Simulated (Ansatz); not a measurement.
**U-revPBE/STO-3G run of AlHOF (SMILES [O][AlH][F])**

What is the electronic atomisation energy of AlHOF at U-revPBE/STO-3G? 

The calculation is run with Ansatz 0.2.0.

70 further runs of the same task are left out: 5 that didn't finish, 65 set aside as unsound or not needed.

**1. The structure to begin with**

AlHOF: 4 atoms, total charge 0, spin state doublet. SMILES: `[O][AlH][F]`. Geometry: relaxed at PBE0-D4/def2-TZVP.

Bond lengths: O1–Al2 1.731 Å, Al2–F3 1.641 Å, Al2–H4 1.564 Å. Angles: O1–Al2–F3 117.5°, O1–Al2–H4 119.2°, F3–Al2–H4 123.3°.

**2. The energy at U-revPBE/STO-3G**

input.yaml reads:

```yaml
crystal:
  periodic: [false, false, false]
  atoms:
    - {symbol: O, position_ang: [-0.128300, -1.061600, 1.299400]}
    - {symbol: Al, position_ang: [0.038200, 0.026100, -0.037000]}
    - {symbol: F, position_ang: [-1.126500, -0.010300, -1.192200]}
    - {symbol: H, position_ang: [1.272100, 0.985600, -0.090400]}
basis:
  gaussian:
    orbitals: STO-3G
magnetization:
  spin_polarized: true
  initial_magnetization: 1
hamiltonian:
  xc: {name: revPBE}
accuracy: high
```

Started as:

```sh
$ ansatz run input.yaml --threads 1 --pin off --max-ram 2610MiB --events-out events.jsonl --progress --plain --runs-dir runs
```

The program printed:

```text
Warning: RAYON_NUM_THREADS=1 ignored (pool sized by the plan → 1); use --threads N
Functional definition: revPBE
  name "revPBE"
  parameter kappa = 1.245
  parameter beta = 0.06672455060314922
  exchange = pbe_x(kappa = kappa, mu = beta*pi^2/3)
  correlation = pbe_c(beta = beta)
356 factors; integrals over basis functions are off by at most 3.0e-8 eV
mean field evaluation 1: about -11223.6314 eV, gradient 1.9e1 eV
mean field evaluation 2: about -11213.0307 eV, gradient 4.6e1 eV
mean field evaluation 4: about -11226.3089 eV, gradient 4.8e0 eV
mean field evaluation 8: about -11226.4697 eV, gradient 1.7e-2 eV
mean field evaluation 16: about -11226.4697 eV, gradient 1.1e-5 eV
mean field evaluation 32: about -11225.9941 eV, gradient 8.4e-2 eV
mean field -11226.46968939 eV, -412.5651515107 hartree, gradient 5.5e-8 eV, S^2 0.753199; 4 other end points of the search recorded, 0 dependent functions left out
reference -11226.46969114 eV, -412.5651515748 hartree; 16, 15 occupied and 4, 5 virtual orbitals, 356 factors
Total energy: -11226.46969114 eV, -412.5651515748 hartree
```

Run time: 2.5 s. Hardware: 1 thread of Arm Neoverse V1, shared host; peak memory 0.13 GiB.

**3. The Al atom**

in.yaml reads:

```yaml
crystal:
  periodic: [false, false, false]
  atoms:
    - {symbol: Al, position_ang: [0.000000, 0.000000, 0.000000]}
basis:
  gaussian:
    orbitals: STO-3G
magnetization:
  spin_polarized: true
  initial_magnetization: 1
hamiltonian:
  xc: {name: revPBE}
accuracy: high
```

Run the same way, it converges to -239.25883 Eh (log not shown).

**4. The F atom**

run.yaml reads:

```yaml
crystal:
  periodic: [false, false, false]
  atoms:
    - {symbol: F, position_ang: [0.000000, 0.000000, 0.000000]}
basis:
  gaussian:
    orbitals: STO-3G
magnetization:
  spin_polarized: true
  initial_magnetization: 1
hamiltonian:
  xc: {name: revPBE}
accuracy: high
```

Run the same way, it converges to -98.24365 Eh (log not shown).

**5. The H atom at the same level**

in.yaml, as its differences from that of step 3:

```diff
@@ -3,3 +3,3 @@
   atoms:
-    - {symbol: Al, position_ang: [0.000000, 0.000000, 0.000000]}
+    - {symbol: H, position_ang: [0.000000, 0.000000, 0.000000]}
 basis:
```

Run the same way, it converges to -0.47010 Eh (log not shown).

**6. The O atom at the same level**

in.yaml reads:

```yaml
crystal:
  periodic: [false, false, false]
  atoms:
    - {symbol: O, position_ang: [0.000000, 0.000000, 0.000000]}
basis:
  gaussian: {orbitals: STO-3G}
magnetization: {spin_polarized: true, initial_magnetization: 2}
hamiltonian: {xc: {name: revPBE}}
accuracy: high
```

Run the same way, it converges to -74.01699 Eh (log not shown).

**7. What came out**

Level: U-revPBE/STO-3G.

| quantity | value |
| --- | --- |
| molecule: total energy | -412.56515 Eh |
| molecule: ⟨S²⟩ | 0.753 |
| Al atom: total energy | -239.25883 Eh |
| Al atom: ⟨S²⟩ | 0.750 |
| F atom: total energy | -98.24365 Eh |
| F atom: ⟨S²⟩ | 0.750 |
| H atom: total energy | -0.47010 Eh |
| H atom: ⟨S²⟩ | 0.750 |
| O atom: total energy | -74.01699 Eh |
| O atom: ⟨S²⟩ | 2.000 |
| electronic atomisation energy | 15.662 eV |

What this shows: Taking the molecule apart into free atoms costs 15.66 eV (1511 kJ/mol), before zero-point energy and without spin-orbit coupling. In a minimal basis such a difference can be off by several eV, whatever the method.
